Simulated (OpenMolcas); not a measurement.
# AlGeNH4O (SMILES [NH2][GeH]1[O][AlH]1): levels of theory compared

Aim: a comparison of 6 runs (B3LYP/6-31G*, BHLYP/6-31G*, BLYP/6-31G*, M06-2X/6-31G*, TPSS/6-31G*, revPBE/6-31G*) of AlGeNH4O. 

The calculation is run with OpenMolcas 26.06.

1 further run of the same task is left out (set aside as unsound or not needed).

**1. The structure to begin with**

The species is AlGeNH4O (8 atoms), meant as a singlet with charge 0. As SMILES, `[NH2][GeH]1[O][AlH]1`. The shape is that of a PBE0-D4/def2-TZVP optimisation. This is one conformer, not always the lowest.

Bond lengths: N1–Ge2 1.822 Å, Ge2–O3 1.896 Å, Ge2–Al4 2.331 Å, O3–Al4 1.699 Å, N1–H5 1.009 Å, N1–H6 1.008 Å, Ge2–H7 1.543 Å, Al4–H8 1.577 Å. Some angles: N1–Ge2–O3 114.7°, N1–Ge2–Al4 126.9°, O3–Ge2–Al4 46.0°, Ge2–O3–Al4 80.7°, Ge2–Al4–O3 53.4°, N1–Ge2–H7 103.9°, O3–Ge2–H7 108.8°, Al4–Ge2–H7 128.4°, Ge2–N1–H5 116.8°, Ge2–N1–H6 117.5°.

**2. Energy and gradient at B3LYP/6-31G(d) (spherical functions) (run 1)**

The input, job.inp:

```
&GATEWAY
BasLib=$CurrDir
Coord
8
angstrom
N       -1.000700       1.330400       0.514400
Ge       0.239100       0.000100       0.626900
O        1.177500      -0.346000      -0.983500
Al       0.431500      -1.856900      -0.769100
H       -0.662600       2.276400       0.611900
H       -1.682100       1.271200      -0.226100
H        1.237900       0.511900       1.685400
H        0.351700      -3.244100      -1.515600
Basis=6-31Gs
Group=NoSym
&SEWARD
GridInput
Grid=UltraFine
End of Grid
&SCF
KSDFT=B3LYP
Thresholds=1e-10 1e-07 1e-07 1e-05
PrOrbitals=1 2
&ALASKA
```

The basis set 6-31G* is read from a file made from the Basis Set Exchange's data (not shown).

On the command line:

```
export MOLCAS_MEM=1860
pymolcas job.inp > job.log
```

The program printed:

```text
--- Start Module: gateway ---
[...]
--- Stop Module: gateway /rc=_RC_ALL_IS_WELL_ ---
[...]
      Basis functions           86
[...]
--- Start Module: scf ---
[...]
       Convergence after  19 Iterations
[...]
::    Total KS-DFT energy                           -2451.5937801221
[...]
      Total spin, S                                     0.0000000000
[...]
      Total electronic charge=   64.000000
      Total            charge=   -0.000000
[...]
      Dipole Moment (debye):
      Origin of the operator (angstrom)=    0.2474   -0.2681    0.1306
                   X= -1.1473E+00               Y= -6.8593E-01               Z= -1.2131E-01           Total=  1.3422E+00
      Quadrupole Moment (debye*angstrom):
[...]
--- Stop Module: scf /rc=_RC_ALL_IS_WELL_ ---
[...]
--- Start Module: alaska ---
[...]
 *              Molecular gradients               *
 **************************************************
  Irreducible representation: a
 ------------------------------------------------------------------------------------------
                              X                       Y                       Z
 ------------------------------------------------------------------------------------------
  N1                4.60809465263878E-03   -2.41958000785480E-03   -4.02922067308520E-03
  GE2               2.34934862875831E-03    2.89057625543432E-03   -7.66110252084573E-03
  O3               -9.92961602575804E-03   -7.31138119178976E-03    9.51028721886615E-03
  AL4               4.54506034356128E-03    1.13129261467009E-02    2.71157048951309E-04
  H5               -2.28485835648784E-03   -4.55681974709687E-03   -1.55468651200419E-04
  H6                3.12246861727683E-03    8.79656503522896E-04    3.83596230565297E-03
  H7               -2.30091666741572E-03   -1.77429097822968E-03   -2.53411308469609E-03
  H8               -1.09581192594688E-04    9.78913019414662E-04    7.62498355952879E-04
[...]
--- Stop Module: alaska /rc=_RC_ALL_IS_WELL_ ---
[...]
```

It took 53 s on 1 thread of AMD EPYC 7R43 (Zen 3), shared host; peak memory 0.47 GiB.

**3. Energy and gradient at BHLYP/6-31G(d) (spherical functions) (run 2)**

The input, mol.xyz:

```xyz
8

N     -1.000700     1.330400     0.514400
Ge     0.239100     0.000100     0.626900
O      1.177500    -0.346000    -0.983500
Al     0.431500    -1.856900    -0.769100
H     -0.662600     2.276400     0.611900
H     -1.682100     1.271200    -0.226100
H      1.237900     0.511900     1.685400
H      0.351700    -3.244100    -1.515600
```

The input, calc.inp:

```
* AlGeH4NO Kohn-Sham DFT
>>> EXPORT MOLCAS_PRINT=2
&GATEWAY
BASLIB = $CurrDir
COORD = mol.xyz
BASIS = 6-31Gs
GROUP = NoSym
&SEWARD
GRIDINPUT
Grid=UltraFine
End of Grid
&SCF
KSDFT = HYB_GGA_XC_BHANDHLYP
THRESHOLDS = 1e-10 1e-07 1e-07 1e-05
PRORBITALS = 1 2
&ALASKA
```

The basis set 6-31G* is read from a file made from the Basis Set Exchange's data (not shown).

On the command line:

```
export MOLCAS_MEM=1860
pymolcas calc.inp > calc.log
```

The program printed:

```text
--- Start Module: gateway ---
[...]
--- Stop Module: gateway /rc=_RC_ALL_IS_WELL_ ---
[...]
      Basis functions           86
[...]
--- Start Module: scf ---
[...]
       Convergence after  15 Iterations
[...]
::    Total KS-DFT energy                           -2451.4327735440
[...]
      Total spin, S                                     0.0000000000
[...]
      Total electronic charge=   64.000000
      Total            charge=   -0.000000
[...]
      Dipole Moment (debye):
      Origin of the operator (angstrom)=    0.2474   -0.2681    0.1306
                   X= -1.2070E+00               Y= -1.0066E+00               Z= -3.0343E-02           Total=  1.5720E+00
      Quadrupole Moment (debye*angstrom):
[...]
--- Stop Module: scf /rc=_RC_ALL_IS_WELL_ ---
[...]
--- Start Module: alaska ---
[...]
 *              Molecular gradients               *
 **************************************************
  Irreducible representation: a
 ------------------------------------------------------------------------------------------
                              X                       Y                       Z
 ------------------------------------------------------------------------------------------
  N1                2.46757864811542E-03   -3.41275209204106E-03    7.38511482088811E-04
  GE2              -1.22189328356528E-03   -1.20392745626230E-03    6.00436230868695E-04
  O3                3.31960252736963E-04    5.96357515583179E-05   -9.25659898378228E-04
  AL4              -1.05513497672405E-04    2.86823131572334E-03    2.06885575562410E-03
  H5                5.49783996198538E-04    3.42413801075647E-03    9.78540370954906E-04
  H6               -2.57092830468331E-03    1.57588923748175E-05   -2.34024133580979E-03
  H7                6.06973844950787E-04    3.63264556201948E-04    2.08972421613218E-04
  H8               -5.79616559487905E-05   -2.11434897835794E-03   -1.32941502690809E-03
[...]
--- Stop Module: alaska /rc=_RC_ALL_IS_WELL_ ---
[...]
```

Wall time 46 s (1 thread of AMD EPYC 7R43 (Zen 3), shared host); peak memory 0.47 GiB.

**4. Energy and forces at BLYP/6-31G(d) (spherical functions) (run 3)**

The input, run.input:

```
&GATEWAY
BasLib=$CurrDir
BasisSet
N.6-31Gs....
N1 -1.000700 1.330400 0.514400 angstrom
End of Basis
BasisSet
Ge.6-31Gs....
Ge2 0.239100 0.000100 0.626900 angstrom
End of Basis
BasisSet
O.6-31Gs....
O3 1.177500 -0.346000 -0.983500 angstrom
End of Basis
BasisSet
Al.6-31Gs....
Al4 0.431500 -1.856900 -0.769100 angstrom
End of Basis
BasisSet
H.6-31Gs....
H5 -0.662600 2.276400 0.611900 angstrom
H6 -1.682100 1.271200 -0.226100 angstrom
H7 1.237900 0.511900 1.685400 angstrom
H8 0.351700 -3.244100 -1.515600 angstrom
End of Basis
&SEWARD
GridInput
Grid=UltraFine
End of Grid
&SCF
KSDFT=BLYP
Thresholds=1e-10 1e-07 1e-07 1e-05
PrOrbitals=1
&ALASKA
```

The basis set 6-31G* is read from a file made from the Basis Set Exchange's data (not shown).

On the command line:

```
export MOLCAS_MEM=1860
pymolcas run.input > run.log
```

The program printed:

```text
--- Start Module: gateway ---
[...]
--- Stop Module: gateway /rc=_RC_ALL_IS_WELL_ ---
[...]
      Basis functions           86
[...]
--- Start Module: scf ---
[...]
       Convergence after  17 Iterations
[...]
::    Total KS-DFT energy                           -2451.5520290708
[...]
      Total spin, S                                     0.0000000000
[...]
      Total electronic charge=   64.000000
      Total            charge=   -0.000000
[...]
      Dipole Moment (debye):
      Origin of the operator (angstrom)=    0.2474   -0.2681    0.1306
                   X= -1.1151E+00               Y= -4.1373E-01               Z= -1.7598E-01           Total=  1.2023E+00
      Quadrupole Moment (debye*angstrom):
[...]
--- Stop Module: scf /rc=_RC_ALL_IS_WELL_ ---
[...]
--- Start Module: alaska ---
[...]
 *              Molecular gradients               *
 **************************************************
  Irreducible representation: a
 ------------------------------------------------------------------------------------------
                              X                       Y                       Z
 ------------------------------------------------------------------------------------------
  N1                7.45051219940507E-03   -2.68517234291288E-03   -7.84523453710850E-03
  GE2               4.67772694482560E-03    6.63399017624844E-03   -1.53512443387811E-02
  O3               -1.87503211681950E-02   -1.35887168311664E-02    1.86005891811725E-02
  AL4               8.41065407711583E-03    1.95220325619090E-02   -5.85112339711813E-04
  H5               -4.42779929549353E-03   -1.11296184764589E-02   -9.94694687098674E-04
  H6                7.76632885041817E-03    1.37075700402545E-03    8.85188635757128E-03
  H7               -4.98562739655650E-03   -3.65523529112277E-03   -5.16184788114327E-03
  H8               -1.41474211671544E-04    3.53196319951721E-03    2.48565824497726E-03
[...]
--- Stop Module: alaska /rc=_RC_ALL_IS_WELL_ ---
[...]
```

It took 47 s on 1 thread of AMD EPYC 7R43 (Zen 3), shared host; peak memory 0.47 GiB.

Runs 4 to 5 aren't shown in full; the table further down has their settings and results.

**5. Energy and gradient at revPBE/6-31G(d) (spherical functions) (run 6)**

The input, job.input:

```
&GATEWAY
  BasLib=$CurrDir
  Coord
  8
  angstrom
  N       -1.000700       1.330400       0.514400
  Ge       0.239100       0.000100       0.626900
  O        1.177500      -0.346000      -0.983500
  Al       0.431500      -1.856900      -0.769100
  H       -0.662600       2.276400       0.611900
  H       -1.682100       1.271200      -0.226100
  H        1.237900       0.511900       1.685400
  H        0.351700      -3.244100      -1.515600
  Basis=6-31Gs
  Group=NoSym

&SEWARD
  GridInput
  Grid=UltraFine
  End of Grid

&SCF
  KSDFT=revPBE
  Thresholds=1e-10 1e-07 1e-07 1e-05
  PrOrbitals=1

&ALASKA
```

The basis set 6-31G* is read from a file made from the Basis Set Exchange's data (not shown).

On the command line:

```
export MOLCAS_MEM=1860
pymolcas job.input > job.log
```

The program printed:

```text
--- Start Module: gateway ---
[...]
--- Stop Module: gateway /rc=_RC_ALL_IS_WELL_ ---
[...]
      Basis functions           86
[...]
--- Start Module: scf ---
[...]
       Convergence after  18 Iterations
[...]
::    Total KS-DFT energy                           -2451.2746470437
[...]
      Total spin, S                                     0.0000000000
[...]
      Total electronic charge=   64.000000
      Total            charge=   -0.000000
[...]
      Dipole Moment (debye):
      Origin of the operator (angstrom)=    0.2474   -0.2681    0.1306
                   X= -1.0690E+00               Y= -3.6590E-01               Z= -2.2552E-01           Total=  1.1521E+00
      Quadrupole Moment (debye*angstrom):
[...]
--- Stop Module: scf /rc=_RC_ALL_IS_WELL_ ---
[...]
--- Start Module: alaska ---
[...]
 *              Molecular gradients               *
 **************************************************
  Irreducible representation: a
 ------------------------------------------------------------------------------------------
                              X                       Y                       Z
 ------------------------------------------------------------------------------------------
  N1                6.86328581038964E-03   -1.39449215459919E-03   -8.18913984399350E-03
  GE2               4.93348172857860E-03    5.92982370419382E-03   -1.28711364197471E-02
  O3               -2.01700402758469E-02   -1.74351696555854E-02    1.82293522164052E-02
  AL4               1.04746339125836E-02    1.97150752169222E-02   -3.60318887919142E-03
  H5               -4.56624961892138E-03   -1.04657849972529E-02   -7.99353933135571E-04
  H6                7.18956173624985E-03    1.47300132583705E-03    8.63265295818216E-03
  H7               -4.66522137862846E-03   -3.16383732558778E-03   -4.88834952893313E-03
  H8               -5.94519145767913E-05    5.34138388613314E-03    3.48916343049721E-03
[...]
--- Stop Module: alaska /rc=_RC_ALL_IS_WELL_ ---
[...]
```

It took 50 s on 1 thread of AMD EPYC 7R43 (Zen 3), shared host; peak memory 0.47 GiB.

**6. The series**

```csv
run,level,energy (Eh),dipole moment (D),HOMO energy (eV),LUMO energy (eV),wall time
1,B3LYP/6-31G* (spherical functions),-2451.593780,1.34,-5.96,-1.36,53 s
2,BHLYP/6-31G* (spherical functions),-2451.432774,1.57,-7.15,-0.43,46 s
3,BLYP/6-31G* (spherical functions),-2451.552029,1.20,-4.91,-1.78,47 s
4,M06-2X/6-31G* (spherical functions),-2451.446882,1.40,-7.18,-0.55,56 s
5,TPSS/6-31G* (spherical functions),-2451.543756,1.23,-5.17,-1.81,60 s
6,revPBE/6-31G* (spherical functions),-2451.274647,1.15,-5.02,-1.85,50 s
```

**7. Outcome**

| quantity | value |
| --- | --- |
| run 6: total energy | -2451.27465 Eh |
| run 6: dipole moment | 1.15 D |
| run 6: HOMO energy | -5.02 eV |
| run 6: LUMO energy | -1.85 eV |
| run 6: HOMO–LUMO gap | 3.17 eV |
| run 6: largest force on an atom | 1.661 eV/Å |

In words: The dipole moment (its size) runs from 1.15 D (revPBE/6-31G*) to 1.57 D (BHLYP/6-31G*). The HOMO–LUMO gap runs from 3.13 eV (BLYP/6-31G*) to 6.72 eV (BHLYP/6-31G*). Totals of different functionals can't be ranked against each other. All runs together took 5.2 min, the longest 60 s.
